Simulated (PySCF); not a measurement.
# methyl germane (CH₆Ge): electronic excitations and core binding energies

What electronic excitations and core binding energies should methyl germane (CH₆Ge) (`[CH3][GeH3]`) show?

Programs: PySCF 2.14.0, with density-fitted response routines of our own. Each step states its level of theory. These are calculated values for one molecule in the gas phase, unless marked as measured. Atoms count from 0, in the outputs and in this text.

## 1. Starting geometry

8 atoms, charge 0, multiplicity 1; geometry from: GFN2-xTB.

Bonds of the start (Å): C0–Ge1 1.96, C0–H2 1.09, C0–H3 1.09, C0–H4 1.09, Ge1–H5 1.49, Ge1–H6 1.49, Ge1–H7 1.49.

## 2. Excited states and response: wB97X-D/def2-SVPD

What the job is given:

```
{"job": {"kind": "uv", "xc": "wB97X-D", "basis": "def2-SVPD", "nstates": 8, "ntriplets": 3}, "charge": 0, "multiplicity": 1}
C     -1.035733    -0.060560     0.033821
Ge     0.918074     0.056066    -0.035387
H     -1.465379     0.081052    -0.955003
H     -1.444500     0.701195     0.693350
H     -1.350925    -1.032937     0.404522
H      1.525846    -0.140368     1.315372
H      1.493885    -0.983199    -0.941323
H      1.367791     1.388163    -0.539917
```

With the program's defaults for keys left out, this is: TDDFT wB97X-D/def2-SVPD, vertical, gas phase, core orbitals frozen in the response.

The log of the run:

```text
coarse grid: 27432 points
cycle   1  E = -2118.4541157073  dE = -7.276e-01  |g| = 3.691e-01  |ddm| = 2.845e+00
cycle   2  E = -2118.4593927366  dE = -5.277e-03  |g| = 3.458e-01  |ddm| = 4.930e-01
cycle   3  E = -2118.4730665095  dE = -1.367e-02  |g| = 1.290e-02  |ddm| = 3.100e-01
cycle   4  E = -2118.4731169830  dE = -5.047e-05  |g| = 5.956e-03  |ddm| = 6.937e-02
cycle   5  E = -2118.4731266418  dE = -9.659e-06  |g| = 1.276e-03  |ddm| = 1.412e-02
final grid: 56480 points
cycle   6  E = -2118.4728474856  dE = -1.191e-06  |g| = 1.480e-03  |ddm| = 6.510e-03
cycle   7  E = -2118.4728475963  dE = -1.107e-07  |g| = 1.355e-03  |ddm| = 3.323e-03
cycle   8  E = -2118.4728478445  dE = -2.482e-07  |g| = 5.520e-05  |ddm| = 1.038e-03
cycle   9  E = -2118.4728478458  dE = -1.303e-09  |g| = 3.542e-05  |ddm| = 2.503e-04
cycle  10  E = -2118.4728478461  dE = -3.433e-10  |g| = 5.452e-06  |ddm| = 8.106e-05
converged SCF energy = -2118.4728478461

Static polarisability (au): isotropic 45.032, principal 42.159 42.167 50.771

Singlet excitations
state   eV       nm        f      main configurations
  1   8.5545    144.9   0.04223   H->L 0.81, H->L+1 0.17
  2   8.8097    140.7   0.08535   H-1->L 0.86
  3   8.8114    140.7   0.08534   H-2->L 0.86
  4   9.0348    137.2   0.06913   H-1->L+1 0.81, H-1->L 0.09
  5   9.0370    137.2   0.06953   H-2->L+1 0.81, H-2->L 0.09
  6   9.2294    134.3   0.47167   H->L+1 0.77, H->L 0.16
  7   9.4547    131.1   0.00000   H-1->L+3 0.48, H-2->L+2 0.47
  8   9.5120    130.3   0.00291   H->L+2 0.79, H->L+3 0.09

Triplet excitations (Tamm-Dancoff, eV): 8.1436 8.5358 8.5360
```

It took 5 s on 1 thread, shared host.

The orbitals next to the gap, with their largest atomic shares:

| orbital | eV | atoms |
| --- | --- | --- |
| HOMO−3 | -13.49 | C0 47 %, H3 19 %, H4 18 % |
| HOMO−2 | -11.17 | Ge1 40 %, H5 29 %, H7 16 % |
| HOMO−1 | -11.17 | Ge1 40 %, H6 28 %, H7 17 % |
| HOMO | -10.87 | C0 43 %, Ge1 28 %, H3 5 % |
| LUMO | 1.93 | Ge1 61 %, C0 11 %, H5 6 % |
| LUMO+1 | 2.37 | Ge1 26 %, C0 25 %, H5 10 % |
| LUMO+2 | 3.37 | Ge1 60 %, H5 12 %, H7 10 % |

With each of the 8 states as a Gaussian band of 0.4 eV half-width at 1/e, the curve within the window shown has maxima at 135 nm (ε 27,000) L/(mol cm). Beyond the last state computed it falls off for lack of states. The curve at chosen wavelengths:

```
 nm  ε (L/mol/cm)
126          2500
127          4250
128          6698
129          9822
131         17284
132         20915
133         23945
134         26058
135         27082
136         27014
138         24221
139         21967
140         19455
141         16873
142         14357
143         11998
145          7945
146          6293
147          4892
148          3730
149          2788
150          2043
152          1032
153           711
154           480
155           318
```

Further results of this job:

| property | computed |
| --- | --- |
| dipole moment (D) | 0.67 |
| polarisability (Å³) | 6.67 |
| HOMO–LUMO gap (eV) | 12.80 |
| −ε(HOMO) (eV) | 10.87 |

## 3. Core holes by ΔSCF: SCAN, X2C

The job, as its differences from that of step 2:

```diff
@@ -1,2 +1,2 @@
-{"job": {"kind": "uv", "xc": "wB97X-D", "basis": "def2-SVPD", "nstates": 8, "ntriplets": 3}, "charge": 0, "multiplicity": 1}
+{"job": {"kind": "xps"}, "charge": 0, "multiplicity": 1}
 C     -1.035733    -0.060560     0.033821
```

Method: delta-SCF UKS SCAN, pcX-2 on the ionised atom, pcseg-1 elsewhere, spin-free X2C.

The log of the run:

```text
ground state, core basis on atom 0 (C), 102 functions
  cycle   1  E = -2135.62833365  |g| = 3.87e-01
  cycle   2  E = -2135.59050685  |g| = 5.31e-01
  cycle   3  E = -2135.66535117  |g| = 4.26e-02
  cycle   4  E = -2135.66593240  |g| = 1.07e-02
  cycle   5  E = -2135.66596536  |g| = 3.40e-03
  cycle   6  E = -2135.66596897  |g| = 1.18e-03
  cycle   7  E = -2135.66596996  |g| = 8.08e-05
  E(ground) = -2135.79733137 Eh
hole in C 1s of atom 0
  cycle   1  E = -2124.42770536  |g| = 1.50e+00
  cycle   2  E = -2123.88520509  |g| = 1.72e+00
  cycle   3  E = -2124.96192735  |g| = 2.92e-01
  cycle   4  E = -2124.99526962  |g| = 5.14e-02
  cycle   5  E = -2124.99621850  |g| = 1.06e-02
  cycle   6  E = -2124.99627278  |g| = 5.22e-03
  cycle   7  E = -2124.99629134  |g| = 1.35e-03
  cycle   8  E = -2124.99629188  |g| = 5.56e-04
  cycle   9  E = -2124.99628903  |g| = 7.88e-05
  E(ion) = -2125.12690260 Eh   <S^2> = 0.7676   hole on atom = 1.000   binding energy = 290.357 eV
```

Wall time 3.3 s (1 thread, shared host).

Binding energies by hole, beside the orbital energy of the ground state; the difference holds orbital relaxation and, for a density functional, its self-interaction error:

| hole | stands for | environment | ΔSCF (eV) | −ε (eV) | ⟨S²⟩ |
| --- | --- | --- | --- | --- | --- |
| C1s on C0 | C0 | methyl carbon bonded to Ge | 290.36 | 273.5 | 0.768 |

## 4. What came out

| quantity | value |
| --- | --- |
| lowest singlet (wB97X-D/def2-SVPD) | 8.55 eV (145 nm), f = 0.042 |
| brightest single state of those computed | state 6, 9.23 eV, f = 0.472 |
| lowest triplet | 8.14 eV |
| C1s binding energies, SCAN/pcX-2 | C0 290.36 eV |

In words: The first singlet state (HOMO→LUMO 0.81, HOMO→LUMO+1 0.17) lies at 8.55 eV and is weak; of the 8 states computed, the strongest absorption comes from state 6 at 9.23 eV. The lowest triplet lies 0.41 eV below the lowest singlet (triplets in Tamm-Dancoff, singlets in full TDDFT).
